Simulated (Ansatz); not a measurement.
# AlB3P4: the cost of one run

Program: Ansatz 0.2.0. Level of theory: DFT PBE, scalar-relativistic, plane waves, PAW. These are calculated values, not measurements.

### Step 1. Starting point

It takes space group P3m1 (No. 156, trigonal). Conventional cell: a = 3.471 Å, b = 3.471 Å, c = 11.395 Å, α = 90.00°, β = 90.00°, γ = 120.00°. Al (site symmetry 3m) is surrounded by 4 P at 2.13 to 2.14 Å. B (site symmetry 3m) has 4 P at 2.13 to 2.14 Å as nearest neighbours. P (site symmetry 3m) has 4 B at 2.13 to 2.14 Å as nearest neighbours. P (site symmetry 3m) has 3 B at 2.13 Å and 1 Al at 2.14 Å as nearest neighbours. P (site symmetry 3m) is surrounded by 3 Al at 2.13 Å and 1 B at 2.14 Å.

Coordinates:

```
Al B P
1.0
     3.47120    0.00000    0.00000
    -1.73560    3.00614    0.00000
     0.00000    0.00000   11.39510
Al B P
1 3 4
Cartesian
  0.0000 2.0041 5.6979
  0.0000 2.0041 0.0004
  1.7356 1.0020 2.8492
  1.7356 1.0020 8.5467
  0.0000 2.0041 2.1362
  0.0000 2.0041 7.8337
  1.7356 1.0020 4.9850
  1.7356 1.0020 10.6825
```

The start is an ordering of an alloy on its end members' structure types: elements ordered on the sites of the AlP type, B/Al on Al (P3m1, No. 156).

### Step 2. The guess as it stands, on a coarse mesh

input.yaml

```yaml
crystal:
  lattice:
    - [3.4711965, 0.0, 0.0]
    - [-1.73559825, 3.00614435, 0.0]
    - [0.0, 0.0, 11.3951045]
  atoms:
    - { symbol: Al, position: [0.33333333, 0.66666667, 0.5000345] }
    - { symbol: B, position: [0.33333333, 0.66666667, 3.45e-05] }
    - { symbol: B, position: [0.66666667, 0.33333333, 0.2500345] }
    - { symbol: B, position: [0.66666667, 0.33333333, 0.7500345] }
    - { symbol: P, position: [0.33333333, 0.66666667, 0.1874655] }
    - { symbol: P, position: [0.33333333, 0.66666667, 0.6874655] }
    - { symbol: P, position: [0.66666667, 0.33333333, 0.4374655] }
    - { symbol: P, position: [0.66666667, 0.33333333, 0.9374655] }
basis:
  ecutwfc: 420
kpoints:
  mp_grid: { grid: [6, 6, 2] }
hamiltonian:
  xc: pbe
scf:
  occupations: { method: gaussian, width: 0.1 }
  lower_state_search: "off"
output:
  forces: true
  stress: true
  eigenvalues: true
```

The run is started by

```sh
> ansatz run input.yaml --threads 1 --pin off --max-ram 2560MiB --backend cpu --events-out ev --progress --plain --runs-dir out
```

**Question.** How long does this run take on 1 thread of Intel Xeon at 2.70GHz, shared host, and how much memory does it need?

About 5.1 s, with a peak of 0.34 GiB.
